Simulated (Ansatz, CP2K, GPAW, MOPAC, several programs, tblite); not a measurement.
## What each method gives for LiTlTe2 (ordering on zincblende)

LiTlTe2, ordered on the zincblende lattice (P-4m2) with 4 atoms a cell, relaxed with r2SCAN in Ansatz, was computed with several methods. It is tetragonal, P-4m2 (No. 115); conventional cell a = 4.598 Å, c = 6.473 Å, 34.21 Å³ an atom. Li has 4 Te at 2.74 Å; Te has 2 Li at 2.74 Å and 2 Tl at 2.88 Å; Tl has 4 Te at 2.88 Å. Spin-unpolarised throughout. Whether this structure exists isn't addressed.

```
Li Te Tl
1.0
     4.59800    0.00000    0.00000
     0.00000    4.59800    0.00000
     0.00000    0.00000    6.47346
Li Te Tl
1 2 1
Direct
  0.00000 0.00000 0.00000
  0.00000 0.50000 0.23092
  0.50000 0.00000 0.76908
  0.50000 0.50000 0.50000
```

Gaps and times are for a single point on this cell; volume and bulk modulus come from each method's own relaxation or energy curve at fixed shape, which is too stiff where a cell has free coordinates or axes. Times are rough, from shared hosts (Arm Neoverse V2), and each method has its own mesh and cell size. A double dagger marks a value from a curve with shape and coordinates held. PM6 (MOPAC): levels, charges or heat of formation failed a check of plausibility, so no values are given. A star marks a curve whose lowest point is an end point. PM6 (MOPAC), PM7 (MOPAC), GFN1-xTB (tblite), GFN2-xTB (tblite) treat a cluster of cells at its zone centre, which samples few k points: where these miss a band edge, the gap comes out too large for that reason alone. Gaps from k meshes are read at a limited set of points (mesh, symmetry points, PBE's band edges), so each method's own least gap may be somewhat smaller. xTB and the PM methods were fitted mostly to molecules, and can miss a solid's gap by electronvolts. Minimal bases can be far off for gaps. GLLB-SC's gap includes the derivative discontinuity. d marks a direct gap, i an indirect one (no mark: not told apart), a dash a value that wasn't computed or didn't pass its checks.

| method | kind | gap (eV) | own volume (Å³/atom) | bulk modulus (GPa) | atoms computed | processor time |
| --- | --- | --- | --- | --- | --- | --- |
| PM6 (MOPAC) | semi-empirical | – | – | – | 32 | 0.63 s |
| GFN1-xTB (tblite) | tight binding | 0.60 | 35.26‡ | 42‡ | 32 | 1.2 s |
| light PBE (260 eV and a coarse mesh) | light plane-wave | 0.10 d | – | – | 4 | 1.7 s |
| GFN2-xTB (tblite) | tight binding | 0.39 | 36.83‡ | 28‡ | 32 | 1.8 s |
| PM7 (MOPAC) | semi-empirical | 7.25 | – | – | 32 | 3.3 s |
| PBE/single zeta (GPAW) | small basis | 0.20 d | – | – | 4 | 6.9 s |
| PBE/SZV (CP2K) | small basis | 0.34 d | 38.28*‡ | 24*‡ | 4 | 7.6 s |
| PBE | semilocal | 0.17 d | 35.06 | 26‡ | 4 | 12 s |
| PBE/DZVP (CP2K) | small basis | 0.17 d | 35.76‡ | 26‡ | 4 | 17 s |
| GLLB-SC (GPAW) | model potential | 0.51 | – | – | 4 | 28 s |
| r2SCAN | semilocal | 0.40 d | 34.21 | 30‡ | 4 | 28 s |

Against r2SCAN (0.40 eV) and with closed or daggered gaps left aside, the nearest gap at the points sampled is that of GFN2-xTB (tblite) (-0.01 eV) and the farthest that of PM7 (MOPAC) (+6.85 eV). r2SCAN is only a yardstick of convenience: semilocal gaps usually lie below measured ones, which GLLB-SC and hybrids aim to mend.

Volumes against r2SCAN's: PBE +2.5 %.

Spin-orbit coupling is left out; in compounds of Pb, Bi, Tl or Hg it can lower a gap by up to about 1 eV, split its edges or invert the bands.
